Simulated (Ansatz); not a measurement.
# Al(NH3)Cl3 (AlCl3H3N): geometry, orbitals and charge

What does Al(NH3)Cl3 (AlCl3H3N) look like as a singlet, and where do its frontier electrons sit?

Method: RKS PBE0-D4/def2-TZVP; program: Ansatz 0.2.0, Gaussian basis.

Plan: relaxation at r2SCAN-D4/def2-SVP; a search for the lowest solution at PBE0-D4/def2-SVP; a single point at PBE0-D4/def2-TZVP.

## Step 1: The system as given

8 atoms, charge 0, spin multiplicity 1.

Atoms are counted from 1 here; the program's logs count them from 0.

Bond lengths: Al1–N2 2.152 Å, Al1–Cl6 2.053 Å, Al1–Cl7 2.052 Å, Al1–Cl8 2.051 Å, N2–H3 1.017 Å, N2–H4 1.017 Å, N2–H5 1.017 Å. Angles: N2–Al1–Cl6 98.5°, N2–Al1–Cl7 98.7°, N2–Al1–Cl8 98.6°, Cl6–Al1–Cl7 117.9°, Cl6–Al1–Cl8 117.7°, Cl7–Al1–Cl8 117.8°, Al1–N2–H3 110.8°, Al1–N2–H4 110.6°, Al1–N2–H5 110.4°, H3–N2–H4 108.3°, H3–N2–H5 108.4°, H4–N2–H5 108.3°.

Coordinates:

```mol
AlCl3H3N
  3D, bonds by distance, orders not assigned

  8  7  0  0  0  0  0  0  0  0999 V2000
   -0.0040    0.0044   -1.0949 Al  0  0
    0.0022   -0.0036    1.0566 N   0  0
   -0.9468    0.0328    1.4205 H   0  0
    0.5121    0.7997    1.4161 H   0  0
    0.4481   -0.8477    1.4069 H   0  0
    2.0254   -0.0185   -1.4036 Cl  0  0
   -1.0005    1.7734   -1.3949 Cl  0  0
   -1.0365   -1.7404   -1.4066 Cl  0  0
  1  2  8  0
  1  6  8  0
  1  7  8  0
  1  8  8  0
  2  3  8  0
  2  4  8  0
  2  5  8  0
M  END
```

The start is a GFN2-xTB geometry.

## Step 2: Relaxation at r2SCAN-D4/def2-SVP

Contents of in.yaml:

```yaml
crystal:
  periodic: [false, false, false]
  atoms:
    - {symbol: Al, position_ang: [-0.004030, 0.004360, -1.094940]}
    - {symbol: N, position_ang: [0.002170, -0.003570, 1.056620]}
    - {symbol: H, position_ang: [-0.946770, 0.032770, 1.420460]}
    - {symbol: H, position_ang: [0.512130, 0.799690, 1.416100]}
    - {symbol: H, position_ang: [0.448120, -0.847740, 1.406930]}
    - {symbol: Cl, position_ang: [2.025370, -0.018530, -1.403630]}
    - {symbol: Cl, position_ang: [-1.000450, 1.773430, -1.394920]}
    - {symbol: Cl, position_ang: [-1.036520, -1.740410, -1.406620]}
basis:
  gaussian: {orbitals: def2-SVP}
hamiltonian: {xc: r2scan, dispersion: d4}
scf: {omitted_lower_state_checks: [starts]}
output: {orbitals: {seedname: orbitals}}
relax: {f_tol: 0.02, max_steps: 100}
```

On the command line:

```console
$ ansatz run in.yaml --threads 4 --pin off --events-out ev --progress --plain --max-ram 3916MiB
```

After this run come: Searching for the lowest solution, PBE0-D4/def2-SVP; Single point, PBE0-D4/def2-TZVP.

Before running them: what should the planned runs give, taken together? Wanted: point group; commonest bond, hydrogen aside; HOMO, LUMO at PBE0-D4/def2-TZVP; dipole at r2SCAN-D4/def2-SVP.

The runs gave:

| quantity | value |
| --- | --- |
| point group | C3 |
| commonest bond, hydrogen aside | Al–Cl, 3 of mean length 2.121 Å |
| HOMO, LUMO at PBE0-D4/def2-TZVP | -8.51, -0.54 eV |
| dipole at r2SCAN-D4/def2-SVP | 6.58 D |

**Reading.** The molecule keeps its bonding pattern by the stored test; the atoms moved 0.06 Å (rms). No usable vibrations, so a minimum isn't proven. The point group is read from a loosely relaxed geometry; soft torsions can leave it below the true symmetry.
